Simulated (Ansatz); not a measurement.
# FH5N3Ta: the cost of one run

Program: Ansatz 0.2.0, Gaussian basis. Level of theory: the settings change from run to run. These are calculated values, not measurements.

## Step 1: The molecule

The geometry comes from an earlier relaxation with PBE0-D4 in a triple-zeta def2 set; it is a stationary point, not always the lowest conformer. Ta takes a core potential in def2 sets; no spin-orbit term is included.

SMILES `[NH]=[Ta]([NH2])([NH2])[F]`, 10 atoms, charge 0, spin multiplicity 1.

Atoms are counted from 1 here; the program's logs count them from 0.

Bond lengths: N1–Ta2 1.767 Å, N1–H6 1.006 Å, Ta2–N3 1.983 Å, Ta2–N4 1.983 Å, Ta2–F5 1.903 Å, N3–H7 1.008 Å, N3–H8 1.010 Å, N4–H9 1.008 Å, N4–H10 1.010 Å. Angles: Ta2–N1–H6 168.9°, N1–Ta2–N3 105.7°, N1–Ta2–N4 105.6°, N1–Ta2–F5 114.7°, N3–Ta2–N4 112.2°, N3–Ta2–F5 109.3°, N4–Ta2–F5 109.3°, Ta2–N3–H7 125.3°, Ta2–N3–H8 124.5°, H7–N3–H8 110.0°, Ta2–N4–H9 125.3°, Ta2–N4–H10 124.5°, H9–N4–H10 110.0°.

## Step 2: B2GP-PLYP/def2-mTZVPP

Set apart from the defaults: coordinates scaled by 0.92, a point charge of 1.00 e beside it.

in.yaml reads:

```yaml
crystal:
  periodic: [false, false, false]
  atoms:
    - {symbol: N, position_ang: [-1.302428, 1.057645, -0.238982]}
    - {symbol: Ta, position_ang: [-0.161121, -0.082548, -0.436091]}
    - {symbol: N, position_ang: [-0.460782, -1.311438, 0.878534]}
    - {symbol: N, position_ang: [1.434391, 0.776986, -0.226880]}
    - {symbol: F, position_ang: [-0.187970, -0.882299, -1.993141]}
    - {symbol: H, position_ang: [-2.000563, 1.662496, -0.292932]}
    - {symbol: H, position_ang: [-1.129786, -1.258498, 1.518150]}
    - {symbol: H, position_ang: [0.085896, -2.043507, 1.050153]}
    - {symbol: H, position_ang: [1.535615, 1.678644, -0.036514]}
    - {symbol: H, position_ang: [2.263017, 0.355599, -0.219720]}
basis:
  gaussian: {orbitals: def2-mTZVPP, point_charges: [{charge: 1.00, position_ang: [4.987, 0.837, -0.875]}]}
hamiltonian: {xc: {name: B2GP-PLYP}}
output: {forces: true}
```

The run is started by

```
ansatz run in.yaml --threads 4 --pin off --events-out ev --progress --plain --max-ram 10444MiB
```

What time and memory should one allow on 4 threads of Arm Neoverse V2, shared host?

About 7.5 s, with a peak of 0.58 GiB.
